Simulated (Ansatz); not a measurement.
The system is BiS.

```
CELL_PARAMETERS angstrom
4.00294 0.00000 0.00000
0.00000 4.00294 0.00000
0.00000 0.00000 4.00294
ATOMIC_POSITIONS crystal
Bi 0.50000 0.50000 0.50000
S 0.00000 0.00000 0.00000
```

The cell was built by a generator and needn't be a form met in nature.

```yaml
Program: Ansatz 0.2.0
Task: relaxation of cell and atoms
Functional: HF
Potentials_or_basis: Ansatz PAW
Cutoff: "420 eV (not typed: the program's choice for these potentials)"
k_mesh: 4 × 4 × 4
Occupations: fermi-dirac, width 0.05 eV
Spin: no spin polarisation
```

At the start: volume 32.07 Å³/atom.

How do energy, volume and symmetry change on relaxing?

It ends after 6 steps and the volume is 24.12 Å³/atom (-24.8 %); space group Pm-3m (No. 221, to 0.05 Å).

The path:
```
step  energy change (eV)  largest force (eV/Å)  volume (Å³)
   1              0.0000                0.0000        64.14
   2             -0.5831                0.0000        55.21
   3             -0.7770                0.0000        47.15
   4             -0.7822                0.0000        48.51
   5             -0.7827                0.0000        48.24
   6             -0.7768                0.0000        48.24
```

Final structure:
```
CELL_PARAMETERS angstrom
3.64034 0.00000 0.00000
0.00000 3.64034 0.00000
0.00000 0.00000 3.64034
ATOMIC_POSITIONS crystal
Bi 0.50000 0.50000 0.50000
S 0.00000 0.00000 0.00000
```

Caveat: the k mesh is coarse (spacing up to 0.39 Å⁻¹), so the values aren't converged, least of all with exact exchange; the volume moved by over 15 % at a fixed basis, so the end points are rough; the plane-wave basis is chosen anew once the cell has moved, so the energies of steps on either side of that aren't comparable; the PAW data sets come from PBE, with cores solved anew for the run's functional, which leaves a small shift of forces and pressure.
